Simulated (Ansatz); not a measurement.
# H₂O + SnH₃ radical: a complex and its separated parts

Aim: how far the complex at one end of a reaction step lies below its separated, relaxed parts, level by level.

Program: Ansatz 0.2.0, Gaussian basis. Level of theory: PBE0-D4/def2-TZVP structures, single points in def2-TZVPP, no counterpoise correction. These are calculated values, not measurements.

Levels: SPW92, PBE-D4, BLYP-D4, r2SCAN-D4, B97M-V, PBE0-D4, B3LYP-D4, r2SCAN0-D4, BHLYP-D4, CAM-B3LYP-D4, wB97X-V, wB97M-V, B2PLYP, PBE-QIDH, RPA on PBE, Hartree-Fock, MP2, CCSD, CCSD(T).

Correlated methods freeze the cores. Filled d shells of the heavier atoms are correlated. Core potentials replace the inner electrons past krypton, and spin-orbit coupling is left out. Orbitals are unrestricted. B3LYP uses VWN-RPA correlation. B2PLYP carries no dispersion term here.

89 further runs of the same task are left out: 1 that didn't finish, 88 set aside as unsound or not needed.

**1. Starting geometry**

The complex: 7 atoms, charge 0, spin multiplicity 2.

Atoms are counted from 1 here; the program's logs count them from 0.

Bond lengths: H1–O3 0.961 Å, Sn2–H4 1.720 Å, Sn2–H5 1.720 Å, Sn2–H6 1.713 Å, O3–H7 0.961 Å. Angles: H4–Sn2–H5 110.3°, H4–Sn2–H6 111.5°, H5–Sn2–H6 111.5°, H1–O3–H7 105.4°.

As a file:

```xyz
7
charge 0, multiplicity 2
H    -1.62517   -0.15004   -0.94691
Sn    1.47846    0.55556    0.26897
O    -1.20552   -0.74433   -0.31908
H     0.53926    0.56222    1.70966
H     0.69008    1.46106   -0.96230
H     1.82468   -1.04007   -0.24813
H    -1.70169   -0.64440    0.49779
```

Its parts: H₂O holds atoms 1, 3, 7; SnH₃ radical holds atoms 2, 4, 5, 6. Each part counts its atoms afresh in its own runs.

**2. Relaxing H₂O alone**

The input, relax-a/in.yaml:

```yaml
crystal:
  periodic: [false, false, false]
  atoms:
    - {symbol: H, position_ang: [-1.625173, -0.150038, -0.946914]}
    - {symbol: O, position_ang: [-1.205523, -0.744327, -0.319083]}
    - {symbol: H, position_ang: [-1.701692, -0.644404, 0.497787]}
basis:
  gaussian: {orbitals: def2-TZVP}
hamiltonian: {xc: pbe0, dispersion: d4}
relax: {f_tol: 0.005, max_steps: 200}
```

Started as:

```bash
> ansatz run in.yaml --threads 4 --pin off --events-out ev --progress --plain --max-ram 9574MiB
```

What it wrote, shortened:

```text
Functional definition: PBE0
  name "PBE0"
  cite "Adamo & Barone, J. Chem. Phys. 110, 6158 (1999) doi:10.1063/1.478522"
  cite "Perdew, Burke & Ernzerhof, Phys. Rev. Lett. 77, 3865 (1996) doi:10.1103/PhysRevLett.77.3865"
  parent pbe
[...]
239 factors; their error is unknown
[...]
mean field -2078.33286894 eV, -76.3773241889 hartree, gradient 1.2e-5 eV, S^2 0.000000; 0 other end points of the search recorded, 0 dependent functions left out
[...]
reference -2078.33288296 eV, -76.3773247042 hartree; 5, 5 occupied and 38, 38 virtual orbitals, 239 factors
[...]
239 factors; their error is unknown
mean field -2078.33307681 eV, -76.3773318282 hartree, gradient 1.2e-5 eV, S^2 0.000000; 1 other end points of the search recorded, 0 dependent functions left out
[...]
reference -2078.33309082 eV, -76.3773323428 hartree; 5, 5 occupied and 38, 38 virtual orbitals, 239 factors
Total energy: -2078.33734664 eV, -76.3774887413 hartree
Atom 0 at    -1.625702    -0.150674    -0.944121 Å, force    -0.000032     0.000049    -0.000058 eV/Å
Atom 1 at    -1.204751    -0.744912    -0.319245 Å, force     0.000071    -0.000054    -0.000015 eV/Å
Atom 2 at    -1.701935    -0.643183     0.495156 Å, force    -0.000039     0.000005     0.000073 eV/Å
Dipole moment:    -0.338543     0.256622     0.069883 e Å
```

It took 0.6 s on 4 threads of Arm Neoverse V2, shared host.

Along the way:

```csv
step,energy from step 1 (eV),largest force component (eV/Å)
1,0.0000,0.0837
2,-0.0002,0.0191
3,-0.0002,0.0085
4,-0.0002,0.0001
```

Close pairs (by a distance rule), those that changed most:

| bond | before (Å) | after (Å) | change (Å) |
| --- | --- | --- | --- |
| H1–O2 | 0.961 | 0.960 | -0.001 |
| O2–H3 | 0.961 | 0.960 | -0.001 |

**3. Relaxing SnH₃ radical alone**

The input, relax-b/in.yaml:

```yaml
crystal:
  periodic: [false, false, false]
  atoms:
    - {symbol: Sn, position_ang: [1.478458, 0.555559, 0.268972]}
    - {symbol: H, position_ang: [0.539263, 0.562216, 1.709661]}
    - {symbol: H, position_ang: [0.690084, 1.461063, -0.962295]}
    - {symbol: H, position_ang: [1.824682, -1.040068, -0.248126]}
basis:
  gaussian: {orbitals: def2-TZVP}
magnetization: {spin_polarized: true, initial_magnetization: 1}
hamiltonian: {xc: pbe0, dispersion: d4}
relax: {f_tol: 0.005, max_steps: 200}
```

Started as:

```bash
> ansatz run in.yaml --threads 4 --pin off --events-out ev --progress --plain --max-ram 9574MiB
```

What it wrote, shortened:

```text
[... 5 set-up lines as earlier in the session ...]
[...]
593 factors; their error is unknown
[...]
mean field -5878.78159511 eV, -216.0412388391 hartree, gradient 6.0e-6 eV, S^2 0.751659; 0 other end points of the search recorded, 0 dependent functions left out
[...]
Total energy: -5878.82020000 eV, -216.0426575426 hartree
Atom 0 at     1.502920     0.576335     0.277389 Å, force    -0.001625    -0.000457    -0.000240 eV/Å
Atom 1 at     0.537973     0.549424     1.694845 Å, force     0.000941     0.000037    -0.001180 eV/Å
Atom 2 at     0.687740     1.441942    -0.958427 Å, force     0.000812    -0.000711     0.001047 eV/Å
Atom 3 at     1.803855    -1.028931    -0.245594 Å, force    -0.000128     0.001131     0.000373 eV/Å
Dipole moment:     0.053671     0.027797     0.012377 e Å
```

Run time: 2.2 s. Hardware: 4 threads of Arm Neoverse V2, shared host.

Relaxation path:

| step | energy from step 1 (eV) | largest force component (eV/Å) |
| --- | --- | --- |
| 1 | 0.0000 | 0.1580 |
| 2 | -0.0006 | 0.1080 |
| 3 | -0.0056 | 0.0056 |
| 4 | -0.0056 | 0.0016 |

Close pairs (by a distance rule), those that changed most:

```csv
bond,before (Å),after (Å),change (Å)
Sn1–H2,1.720,1.715,-0.005
Sn1–H3,1.720,1.715,-0.005
Sn1–H4,1.713,1.715,+0.002
```

**4. SPW92/def2-TZVPP**

The input, parta/in.yaml:

```yaml
crystal:
  periodic: [false, false, false]
  atoms:
    - {symbol: H, position_ang: [-1.625702, -0.150674, -0.944121]}
    - {symbol: O, position_ang: [-1.204751, -0.744912, -0.319245]}
    - {symbol: H, position_ang: [-1.701935, -0.643183, 0.495156]}
basis:
  gaussian: {orbitals: def2-TZVPP}
hamiltonian: {xc: lda}
```

The input, partb/in.yaml:

```yaml
crystal:
  periodic: [false, false, false]
  atoms:
    - {symbol: Sn, position_ang: [1.502920, 0.576335, 0.277389]}
    - {symbol: H, position_ang: [0.537973, 0.549424, 1.694845]}
    - {symbol: H, position_ang: [0.687740, 1.441942, -0.958427]}
    - {symbol: H, position_ang: [1.803855, -1.028931, -0.245594]}
basis:
  gaussian: {orbitals: def2-TZVPP}
magnetization: {spin_polarized: true, initial_magnetization: 1}
hamiltonian: {xc: lda}
```

One command serves all of them, each in its own folder.

Started as:

```bash
> ansatz run in.yaml --threads 4 --pin off --events-out ev --progress --plain --max-ram 9574MiB
```

Output in parta, shortened:

```text
Functional definition: SPW92
  name "SPW92"
  cite "Dirac, Proc. Camb. Phil. Soc. 26, 376 (1930) doi:10.1017/S0305004100016108"
  cite "Slater, Phys. Rev. 81, 385 (1951) doi:10.1103/PhysRev.81.385"
  cite "Perdew & Wang, Phys. Rev. B 45, 13244 (1992) doi:10.1103/PhysRevB.45.13244"
[...]
269 factors; their error is unknown
[...]
mean field -2065.39694212 eV, -75.9019376465 hartree, gradient 5.3e-5 eV, S^2 0.000000; 0 other end points of the search recorded, 0 dependent functions left out
reference -2065.39696095 eV, -75.9019383385 hartree; 5, 5 occupied and 54, 54 virtual orbitals, 269 factors
Total energy: -2065.39696095 eV, -75.9019383385 hartree
```

Log of partb, shortened:

```text
[... 5 set-up lines as earlier in the session ...]
[...]
565 factors; their error is unknown
[...]
mean field -5868.44566863 eV, -215.6614005469 hartree, gradient 1.9e-5 eV, S^2 0.750711; 0 other end points of the search recorded, 0 dependent functions left out
reference -5868.44571003 eV, -215.6614020681 hartree; 13, 12 occupied and 79, 80 virtual orbitals, 565 factors
Total energy: -5868.44571003 eV, -215.6614020681 hartree
```

Times: 0.15 s (parta), 0.35 s (partb) on 4 threads of Arm Neoverse V2, shared host.

**5. PBE-D4/def2-TZVPP**

The same edit goes into each in.yaml of step 4 (parta, partb):

```diff
-hamiltonian: {xc: lda}
+hamiltonian: {xc: pbe, dispersion: d4}
```

Each run has its own folder and the same command.

Started as:

```bash
> ansatz run in.yaml --threads 4 --pin off --events-out ev --progress --plain --max-ram 9574MiB
```

Log of parta, shortened:

```text
Functional definition: PBE
  name "PBE"
[... 2 set-up lines as earlier in the session ...]
[...]
269 factors; their error is unknown
[...]
mean field -2078.40756814 eV, -76.3800693339 hartree, gradient 4.4e-5 eV, S^2 0.000000; 0 other end points of the search recorded, 0 dependent functions left out
reference -2078.40758861 eV, -76.3800700863 hartree; 5, 5 occupied and 54, 54 virtual orbitals, 269 factors
Total energy: -2078.41290566 eV, -76.3802654841 hartree
```

Log of partb, shortened:

```text
[... 4 set-up lines as earlier in the session ...]
[...]
565 factors; their error is unknown
[...]
mean field -5878.40935497 eV, -216.0275592661 hartree, gradient 3.9e-5 eV, S^2 0.751300; 0 other end points of the search recorded, 0 dependent functions left out
reference -5878.40940208 eV, -216.0275609973 hartree; 13, 12 occupied and 79, 80 virtual orbitals, 565 factors
Total energy: -5878.44942292 eV, -216.0290317361 hartree
```

Times: 0.15 s (parta), 0.5 s (partb) on 4 threads of Arm Neoverse V2, shared host.

**6. BLYP-D4/def2-TZVPP**

The same edit goes into each in.yaml of step 5 (parta, partb):

```diff
-hamiltonian: {xc: pbe, dispersion: d4}
+hamiltonian: {xc: {name: BLYP}, dispersion: d4}
```

The same command starts each run, in its folder.

Started as:

```bash
> ansatz run in.yaml --threads 4 --pin off --events-out ev --progress --plain --max-ram 9574MiB
```

Output in parta, shortened:

```text
Functional definition: BLYP
  name "BLYP"
  cite "Becke, Phys. Rev. A 38, 3098 (1988) doi:10.1103/PhysRevA.38.3098"
  cite "Lee, Yang & Parr, Phys. Rev. B 37, 785 (1988) doi:10.1103/PhysRevB.37.785"
[...]
269 factors; their error is unknown
[...]
mean field -2080.27678284 eV, -76.4487617070 hartree, gradient 8.6e-5 eV, S^2 0.000000; 0 other end points of the search recorded, 0 dependent functions left out
reference -2080.27697239 eV, -76.4487686728 hartree; 5, 5 occupied and 54, 54 virtual orbitals, 269 factors
Total energy: -2080.28981478 eV, -76.4492406222 hartree
```

Output in partb, shortened:

```text
[... 4 set-up lines as earlier in the session ...]
[...]
565 factors; their error is unknown
[...]
mean field -5877.10974951 eV, -215.9797996464 hartree, gradient 6.5e-6 eV, S^2 0.750820; 0 other end points of the search recorded, 0 dependent functions left out
reference -5877.11006267 eV, -215.9798111547 hartree; 13, 12 occupied and 79, 80 virtual orbitals, 565 factors
Total energy: -5877.20048975 eV, -215.9831342887 hartree
```

Wall times: 0.15 s (parta), 0.5 s (partb) on 4 threads of Arm Neoverse V2, shared host.

**7. r2SCAN-D4/def2-TZVPP**

Each input of step 6 (parta, partb) changes in the same lines:

```diff
-hamiltonian: {xc: {name: BLYP}, dispersion: d4}
+hamiltonian: {xc: r2scan, dispersion: d4}
```

One command serves all of them, each in its own folder.

Started as:

```bash
> ansatz run in.yaml --threads 4 --pin off --events-out ev --progress --plain --max-ram 9574MiB
```

Output in parta, shortened:

```text
Functional definition: r2SCAN
  name "r2SCAN"
  cite "Furness, Kaplan, Ning, Perdew & Sun, J. Phys. Chem. Lett. 11, 8208 (2020) doi:10.1021/acs.jpclett.0c02405"
  cite "Furness, Kaplan, Ning, Perdew & Sun, J. Phys. Chem. Lett. 11, 9248 (2020) doi:10.1021/acs.jpclett.0c03077"
  parent r2scan
[...]
269 factors; their error is unknown
[...]
mean field -2079.58114709 eV, -76.4231975649 hartree, gradient 8.5e-5 eV, S^2 0.000000; 0 other end points of the search recorded, 0 dependent functions left out
reference -2079.58115230 eV, -76.4231977561 hartree; 5, 5 occupied and 54, 54 virtual orbitals, 269 factors
Total energy: -2079.58242482 eV, -76.4232445205 hartree
```

partb printed, shortened:

```text
[... 5 set-up lines as earlier in the session ...]
[...]
565 factors; their error is unknown
[...]
mean field -5880.91052403 eV, -216.1194755339 hartree, gradient 8.3e-5 eV, S^2 0.752833; 0 other end points of the search recorded, 0 dependent functions left out
reference -5880.91054294 eV, -216.1194762289 hartree; 13, 12 occupied and 79, 80 virtual orbitals, 565 factors
Total energy: -5880.91909576 eV, -216.1197905389 hartree
```

Times: 0.4 s (parta), 1.1 s (partb) on 4 threads of Arm Neoverse V2, shared host.

**8. B97M-V/def2-TZVPP**

Each input of step 7 (parta, partb) changes in the same lines:

```diff
-hamiltonian: {xc: r2scan, dispersion: d4}
+hamiltonian: {xc: {name: B97M-V}}
```

One command serves all of them, each in its own folder.

Started as:

```bash
> ansatz run in.yaml --threads 4 --pin off --events-out ev --progress --plain --max-ram 9574MiB
```

Output in parta, shortened:

```text
Functional definition: B97M-V
  name "B97M-V"
  cite "Mardirossian & Head-Gordon, J. Chem. Phys. 142, 074111 (2015) doi:10.1063/1.4907719"
  cite "Becke, J. Chem. Phys. 107, 8554 (1997) doi:10.1063/1.475007"
  cite "Vydrov & Van Voorhis, J. Chem. Phys. 133, 244103 (2010) doi:10.1063/1.3521275"
  # Of w^i u^j: cxij and so on, Table III.
[...]
  gx(w, u) = cx00 + cx01*u + cx02*u^2 + (cx10 + cx11*u)*w
[...]
  gos(w, u) = cos00 + cos01*u + cos03*u^3 + cos10*w + cos32*w^3*u^2
[...]
      + integral(e_c_pw_mod_opposite_spin*gos(b97_w_opposite, b97_u_opposite)) + vv10(b, c)
269 factors; their error is unknown
[...]
mean field -2079.93551363 eV, -76.4362202949 hartree, gradient 2.9e-5 eV, S^2 0.000000; 0 other end points of the search recorded, 0 dependent functions left out
reference -2079.93554044 eV, -76.4362212803 hartree; 5, 5 occupied and 54, 54 virtual orbitals, 269 factors
Total energy: -2079.93554044 eV, -76.4362212803 hartree
```

partb printed, shortened:

```text
[... 5 set-up lines as earlier in the session ...]
  # Of w^i u^j: cxij and so on, Table III.
[...]
  gx(w, u) = cx00 + cx01*u + cx02*u^2 + (cx10 + cx11*u)*w
[...]
  gos(w, u) = cos00 + cos01*u + cos03*u^3 + cos10*w + cos32*w^3*u^2
[...]
      + integral(e_c_pw_mod_opposite_spin*gos(b97_w_opposite, b97_u_opposite)) + vv10(b, c)
565 factors; their error is unknown
[...]
mean field -5878.82625326 eV, -216.0428799958 hartree, gradient 2.4e-5 eV, S^2 0.751015; 0 other end points of the search recorded, 0 dependent functions left out
reference -5878.82632027 eV, -216.0428824582 hartree; 13, 12 occupied and 79, 80 virtual orbitals, 565 factors
Total energy: -5878.82632027 eV, -216.0428824582 hartree
```

They took 0.4 s (parta), 1.8 s (partb) on 4 threads of Arm Neoverse V2, shared host.

**9. PBE0-D4/def2-TZVPP**

Each input of step 8 (parta, partb) changes in the same lines:

```diff
-hamiltonian: {xc: {name: B97M-V}}
+hamiltonian: {xc: pbe0, dispersion: d4}
+output: {orbitals: {seedname: orbitals}}
```

Each run has its own folder and the same command.

Started as:

```bash
> ansatz run in.yaml --threads 4 --pin off --events-out ev --progress --plain --max-ram 9574MiB
```

Log of parta, shortened:

```text
[... 5 set-up lines as earlier in the session ...]
[...]
269 factors; their error is unknown
[...]
mean field -2078.42782092 eV, -76.3808136097 hartree, gradient 1.2e-5 eV, S^2 0.000000; 0 other end points of the search recorded, 0 dependent functions left out
reference -2078.42783542 eV, -76.3808141427 hartree; 5, 5 occupied and 54, 54 virtual orbitals, 269 factors
Total energy: -2078.43209124 eV, -76.3809705411 hartree
```

partb printed, shortened:

```text
[... 5 set-up lines as earlier in the session ...]
[...]
638 factors; their error is unknown
[...]
mean field -5878.80329508 eV, -216.0420362981 hartree, gradient 2.3e-5 eV, S^2 0.751739; 0 other end points of the search recorded, 0 dependent functions left out
reference -5878.80333007 eV, -216.0420375840 hartree; 13, 12 occupied and 79, 80 virtual orbitals, 638 factors
Total energy: -5878.83637729 eV, -216.0432520471 hartree
```

They took 0.15 s (parta), 0.55 s (partb) on 4 threads of Arm Neoverse V2, shared host.

**10. B3LYP-D4/def2-TZVPP**

The same edit goes into each in.yaml of step 9 (parta, partb):

```diff
-hamiltonian: {xc: pbe0, dispersion: d4}
-output: {orbitals: {seedname: orbitals}}
+hamiltonian: {xc: {name: B3LYP}, dispersion: d4}
```

Each run has its own folder and the same command.

Started as:

```bash
> ansatz run in.yaml --threads 4 --pin off --events-out ev --progress --plain --max-ram 9574MiB
```

parta printed, shortened:

```text
Functional definition: B3LYP
  name "B3LYP"
  cite "Stephens, Devlin, Chabalowski & Frisch, J. Phys. Chem. 98, 11623 (1994) doi:10.1021/j100096a001"
[... 2 set-up lines as earlier in the session ...]
  cite "Vosko, Wilk & Nusair, Can. J. Phys. 58, 1200 (1980) doi:10.1139/p80-159"
[...]
269 factors; their error is unknown
[...]
mean field -2080.76395949 eV, -76.4666651189 hartree, gradient 1.1e-5 eV, S^2 0.000000; 0 other end points of the search recorded, 0 dependent functions left out
reference -2080.76409785 eV, -76.4666702036 hartree; 5, 5 occupied and 54, 54 virtual orbitals, 269 factors
Total energy: -2080.77252390 eV, -76.4669798550 hartree
```

Log of partb, shortened:

```text
[... 6 set-up lines as earlier in the session ...]
[...]
609 factors; their error is unknown
[...]
mean field -5880.94092649 eV, -216.1205928035 hartree, gradient 2.2e-5 eV, S^2 0.751150; 0 other end points of the search recorded, 0 dependent functions left out
reference -5880.94116112 eV, -216.1206014262 hartree; 13, 12 occupied and 79, 80 virtual orbitals, 609 factors
Total energy: -5881.00699079 eV, -216.1230206218 hartree
```

They took 0.15 s (parta), 0.6 s (partb) on 4 threads of Arm Neoverse V2, shared host.

**11. r2SCAN0-D4/def2-TZVPP**

The same edit goes into each in.yaml of step 10 (parta, partb):

```diff
-hamiltonian: {xc: {name: B3LYP}, dispersion: d4}
+hamiltonian: {xc: {name: r2SCAN0}, dispersion: d4}
```

One command serves all of them, each in its own folder.

Started as:

```bash
> ansatz run in.yaml --threads 4 --pin off --events-out ev --progress --plain --max-ram 9574MiB
```

Output in parta, shortened:

```text
Functional definition: r2SCAN0
  name "r2SCAN0"
  cite "Bursch, Neugebauer, Ehlert & Grimme, J. Chem. Phys. 156, 134105 (2022) doi:10.1063/5.0086040"
[... 3 set-up lines as earlier in the session ...]
[...]
269 factors; their error is unknown
[...]
mean field -2079.27470761 eV, -76.4119361215 hartree, gradient 2.0e-5 eV, S^2 0.000000; 0 other end points of the search recorded, 0 dependent functions left out
reference -2079.27471171 eV, -76.4119362722 hartree; 5, 5 occupied and 54, 54 virtual orbitals, 269 factors
Total energy: -2079.27611586 eV, -76.4119878738 hartree
```

Output in partb, shortened:

```text
[... 6 set-up lines as earlier in the session ...]
[...]
638 factors; their error is unknown
[...]
mean field -5880.17663208 eV, -216.0925055021 hartree, gradient 1.9e-5 eV, S^2 0.752874; 0 other end points of the search recorded, 0 dependent functions left out
reference -5880.17664682 eV, -216.0925060438 hartree; 13, 12 occupied and 79, 80 virtual orbitals, 638 factors
Total energy: -5880.18691261 eV, -216.0928833048 hartree
```

They took 0.4 s (parta), 1.1 s (partb) on 4 threads of Arm Neoverse V2, shared host.

**12. BHLYP-D4/def2-TZVPP**

Each input of step 11 (parta, partb) changes in the same lines:

```diff
-hamiltonian: {xc: {name: r2SCAN0}, dispersion: d4}
+hamiltonian: {xc: {name: BHLYP}, dispersion: d4}
```

One command serves all of them, each in its own folder.

Started as:

```bash
> ansatz run in.yaml --threads 4 --pin off --events-out ev --progress --plain --max-ram 9574MiB
```

parta printed, shortened:

```text
Functional definition: BHLYP
  name "BHLYP"
  cite "Becke, J. Chem. Phys. 98, 1372 (1993) doi:10.1063/1.464304"
[... 2 set-up lines as earlier in the session ...]
[...]
295 factors; their error is unknown
[...]
mean field -2079.57890968 eV, -76.4231153415 hartree, gradient 2.0e-5 eV, S^2 0.000000; 0 other end points of the search recorded, 0 dependent functions left out
reference -2079.57900047 eV, -76.4231186781 hartree; 5, 5 occupied and 54, 54 virtual orbitals, 295 factors
Total energy: -2079.58395228 eV, -76.4233006535 hartree
```

Log of partb, shortened:

```text
[... 5 set-up lines as earlier in the session ...]
[...]
661 factors; their error is unknown
[...]
mean field -5876.80939694 eV, -215.9687618932 hartree, gradient 8.5e-5 eV, S^2 0.751891; 0 other end points of the search recorded, 0 dependent functions left out
reference -5876.80955334 eV, -215.9687676407 hartree; 13, 12 occupied and 79, 80 virtual orbitals, 661 factors
Total energy: -5876.86120604 eV, -215.9706658424 hartree
```

They took 0.15 s (parta), 0.6 s (partb) on 4 threads of Arm Neoverse V2, shared host.

**13. CAM-B3LYP-D4/def2-TZVPP**

Each input of step 12 (parta, partb) changes in the same lines:

```diff
-hamiltonian: {xc: {name: BHLYP}, dispersion: d4}
+hamiltonian: {xc: {name: CAM-B3LYP}, dispersion: d4}
```

One command serves all of them, each in its own folder.

Started as:

```bash
> ansatz run in.yaml --threads 4 --pin off --events-out ev --progress --plain --max-ram 9574MiB
```

Output in parta, shortened:

```text
Functional definition: CAM-B3LYP
  name "CAM-B3LYP"
  cite "Yanai, Tew & Handy, Chem. Phys. Lett. 393, 51 (2004) doi:10.1016/j.cplett.2004.06.011"
  cite "Iikura, Tsuneda, Yanai & Hirao, J. Chem. Phys. 115, 3540 (2001) doi:10.1063/1.1383587"
[... 2 set-up lines as earlier in the session ...]
[...]
  # Exact exchange under (alpha + beta erf(omega r))/r, Becke's under what is left of 1/r.
[...]
269 factors; their error is unknown
72 factors; integrals over basis functions are off by at most 1.6e-5 eV
[...]
mean field -2079.99968555 eV, -76.4385785695 hartree, gradient 1.1e-5 eV, S^2 0.000000; 0 other end points of the search recorded, 0 dependent functions left out
reference -2079.99975298 eV, -76.4385810476 hartree; 5, 5 occupied and 54, 54 virtual orbitals, 269 factors
Total energy: -2080.00381893 eV, -76.4387304686 hartree
```

Log of partb, shortened:

```text
[... 6 set-up lines as earlier in the session ...]
[...]
  # Exact exchange under (alpha + beta erf(omega r))/r, Becke's under what is left of 1/r.
[...]
609 factors; their error is unknown
150 factors; integrals over basis functions are off by at most 3.4e-5 eV
[...]
mean field -5878.27849236 eV, -216.0227501540 hartree, gradient 3.8e-5 eV, S^2 0.751568; 0 other end points of the search recorded, 0 dependent functions left out
reference -5878.27860582 eV, -216.0227543236 hartree; 13, 12 occupied and 79, 80 virtual orbitals, 609 factors
Total energy: -5878.31201094 eV, -216.0239819390 hartree
```

They took 0.2 s (parta), 0.65 s (partb) on 4 threads of Arm Neoverse V2, shared host.

(Part 1 of 2 ends here.)
